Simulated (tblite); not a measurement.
# C4H10GeSSe: the cost of one run

Computed with tblite 0.8.0 and PySCF 2.14.0, with density-fitted response routines of our own, on a single molecule in the gas phase. Atoms are numbered from 0 throughout.

### 1 Starting geometry

17 atoms, charge 0, multiplicity 1; geometry from: force field or distance geometry start.

Bonds of the start (Å): C0–C1 1.52, C1–C2 1.52, C2–C3 1.50, C3–S4 1.44, C3–Se5 1.92, Se5–Ge6 2.36, C0–H7 1.11, C0–H8 1.11, C0–H9 1.11, C1–H10 1.11, C1–H11 1.12, C2–H12 1.11, C2–H13 1.12, Ge6–H14 1.54, Ge6–H15 1.55, Ge6–H16 1.56.

### 2 Geometry optimisation with GFN2-xTB

Job settings and geometry (Å):

```
{"job": {"kind": "relax", "xc": "GFN2-xTB", "basis": "xTB"}, "charge": 0, "multiplicity": 1}
C     -2.164600     0.363300     1.226200
C     -1.112000    -0.247900     0.318100
C     -0.660100     0.725300    -0.764700
C      0.425400     0.158300    -1.636000
S      0.147300    -0.902800    -2.561300
Se     2.160700     0.971500    -1.641400
Ge     2.906800    -0.437900     0.092800
H     -3.063700     0.643500     0.635000
H     -2.468500    -0.369500     2.006900
H     -1.779800     1.273100     1.733000
H     -1.524500    -1.176700    -0.135500
H     -0.235600    -0.538300     0.953100
H     -0.301700     1.661800    -0.279700
H     -1.536500     1.003600    -1.405900
H      2.511200    -1.896700    -0.225700
H      4.443600    -0.329500     0.242300
H      2.245100    -0.006200     1.433000
```

Run with:

```console
OMP_NUM_THREADS=1 python probes_run.py task.json out
```

One launch serves the whole session: the jobs run in the order shown.

**Question.** How long does this first job take on 1 thread of Arm Neoverse V1, shared host, and how much memory does it need?

About 2 s, with a peak of 0.18 GiB.
